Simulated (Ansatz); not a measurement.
# GeH2− (doublet): relaxing a cheap start

Where does this start of GeH2− (doublet) end when it is relaxed?

Program: Ansatz 0.2.0, Gaussian basis. Level of theory: UKS PBE0/def2-TZVPD. These are calculated values, not measurements.

**1. The starting structure**

3 atoms, charge -1, spin multiplicity 2.

Atoms are counted from 1 here; the program's logs count them from 0.

No contacts short enough for the rule that draws bonds.

The start was built by rule and, where that kept it together, relaxed with GFN2-xTB. Sticks and bond lists go by distance. No spin-orbit coupling is included. 

**2. Relaxation**

Contents of in.yaml:

```yaml
crystal:
  periodic: [false, false, false]
  atoms:
    - {symbol: Ge, position_ang: [0.001432, 0.000047, -0.034254]}
    - {symbol: H, position_ang: [-0.066613, 1.581236, 1.235855]}
    - {symbol: H, position_ang: [-0.036618, -1.584629, 1.232757]}
basis:
  gaussian: {orbitals: def2-TZVPD}
total_charge: -1
magnetization: {spin_polarized: true, initial_magnetization: 1}
hamiltonian: {xc: pbe0}
relax: {f_tol: 0.004, max_steps: 80}
```

Command:

```bash
> ansatz run in.yaml --threads 1 --pin off --events-out ev --progress --plain --max-ram 1740MiB
```

**Question.** What will these runs give? Wanted: energy gained; shift from the start; total energy; ⟨S²⟩.

**Answer**, as computed:

```
                  quantity           value
                     steps               5
             energy gained        1.083 eV
shift from the start (rms)         0.352 Å
              total energy  -56542.8841 eV
                      ⟨S²⟩           0.756
```

By distance, Ge1–H2, Ge1–H3 formed. Ge1–H2 went from 2.029 to 1.624 Å. No vibrations were run, so this is a stationary point, not a proven minimum, and this spin need not be the ground state's.
